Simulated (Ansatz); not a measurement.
# CH3Ag, SMILES [CH3][Ag]: a rigid scan of one bond length

Run with the Python package of Ansatz (0.2.0).

The script, `scan.py`:
```python
import ansatz as az
import numpy as np

ch3ag = (
    az.Crystal.molecule()
    .atom("C", (-0.1436, 0.0601, -0.1401))
    .atom("Ag", (1.763, -0.7992, 0.7827))
    .atom("H", (-0.8545, -0.0973, 0.7246))
    .atom("H", (-0.5307, -0.425, -1.0319))
    .atom("H", (-0.1843, 1.1878, -0.3767))
)

symbols = [site.symbol for site in ch3ag.cartesian_sites]
start = np.array([site.position_ang for site in ch3ag.cartesian_sites])
axis = (start[2] - start[0]) / np.linalg.norm(start[2] - start[0])
moving = [2]
lengths, energies = [0.995, 1.04, 1.085, 1.13, 1.176, 1.221, 1.266, 1.334], []
for length in lengths:
    xyz = start.copy()
    xyz[moving] += (length - np.linalg.norm(start[2] - start[0])) * axis
    point = az.Crystal.molecule()
    for symbol, place in zip(symbols, xyz):
        point = point.atom(symbol, place.tolist())
    base = point.calculation().basis(gaussian="def2-SVP").correlation("ccsd_t")
    rep = base.run(threads=1, pin="off").report
    energies.append(rep["free_energy_ev"])
    print(f"r = {length:6.3f} A  E = {energies[-1]:.5f} eV  <S^2> = {abs(rep['mean_field']['state']['spin_squared']):.3f}")

fit = np.polynomial.Polynomial.fit(lengths, np.array(energies) - min(energies), 4).convert()
roots = [r.real for r in fit.deriv().roots() if abs(r.imag) < 1e-9 and fit.deriv(2)(r.real) > 0]
r_e = min(roots, key=lambda r: abs(r - lengths[int(np.argmin(energies))]))
print(f"minimum of the fit at {r_e:.4f} A, force constant {fit.deriv(2)(r_e):.2f} eV/A^2")
```

`python scan.py` gives:
```text
r =  0.995 A  E = -5064.80772 eV  <S^2> = 0.000
r =  1.040 A  E = -5064.97660 eV  <S^2> = 0.000
r =  1.085 A  E = -5065.04745 eV  <S^2> = 0.000
r =  1.130 A  E = -5065.04244 eV  <S^2> = 0.000
r =  1.176 A  E = -5064.97728 eV  <S^2> = 0.000
r =  1.221 A  E = -5064.86913 eV  <S^2> = 0.000
r =  1.266 A  E = -5064.72834 eV  <S^2> = 0.000
r =  1.334 A  E = -5064.47285 eV  <S^2> = 0.000
minimum of the fit at 1.1037 A, force constant 33.71 eV/A^2
```

Total energies depend on the basis set; only differences at equal settings carry meaning. The rest of the molecule is held rigid at a force-field or estimated start geometry, and the basis set is modest; single-reference methods fail as a bond breaks. def2 sets replace the cores of elements past krypton by effective core potentials. The orbitals are restricted, so S² is zero by construction. S² is that of the Hartree-Fock reference. Timing: 21 s on 1 thread of Arm Neoverse V2, on a shared host, peak memory 0.24 GiB.
